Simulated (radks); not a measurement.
# As⁺ in [Ar] 3d9 4s2 4p2 5p1: an all-electron calculation

One table from this session's results is given with a row withheld; the runs are named, their logs left out.

The numbers are computed with radks (a radial shooting solver on a logarithmic mesh, Libxc functionals) version 1 (Dirac Kohn-Sham, XLYP, spin-unpolarised, spherical densities, finite nucleus; open shells fill j = l - 1/2 first), except any that are marked as measured or tabulated.

## Starting point

| Item | Value |
| --- | --- |
| element | arsenic (Z = 33) |
| charge | +1 |
| electrons | 32 |
| configuration | [Ar] 3d9 4s2 4p2 5p1 |
| nuclear rms radius | 4.0968 fm |

Set-up of the first run:

The run's settings:

```text
Z 33
configuration [Ar] 3d9 4s2 4p2 5p1
relativity Dirac
functional xlyp
spin unpolarised
j_filling energy
nucleus finite rms 4.0968 fm
c 137.035999084
```

Launch:

```console
$ python run_ks.py task.json out
```

This one command runs every case of the session in turn.

One table of the session follows, with a row left open; its other results are not shown here.

It belongs to the step «Orbitals and density». Radial moments (bohr):

| level | <r> | outermost maximum (interpolated) | 90 % within | nodes |
| --- | --- | --- | --- | --- |
| 1s1/2 | 0.04549 | 0.0297 | 0.0813 | 0 |
| 2s1/2 | 0.2025 | 0.170 | 0.314 | 1 |
| 2p1/2 | 0.1746 | 0.134 | 0.286 | 0 |
| 2p3/2 | 0.1783 | 0.137 | 0.291 | 0 |
| 3s1/2 | 0.5935 | 0.520 | 0.885 | 2 |
| 3p1/2 | 0.6030 | 0.513 | 0.923 | 1 |
| 3p3/2 | 0.6132 | 0.521 | 0.938 | 1 |
| 3d3/2 | 0.6478 | 0.468 | 1.07 | 0 |
| 3d5/2 | 0.6518 | 0.471 | 1.08 | 0 |
| 4s1/2 | ? | ? | ? | ? |
| 4p1/2 | 2.035 | 1.72 | 3.06 | 2 |
| 4p3/2 | 2.066 | 1.74 | 3.10 | 2 |
| 5p1/2 | 5.601 | 5.09 | 8.10 | 3 |
| 5p3/2 | 5.662 | 5.15 | 8.19 | 3 |

Q: Estimate the row for 4s1/2 from the others.

As computed: <r>: 1.738; outermost maximum (interpolated): 1.51; 90 % within: 2.56; nodes: 3. In the column «<r>» it lies between 3d5/2 (0.6518) and 4p1/2 (2.035).
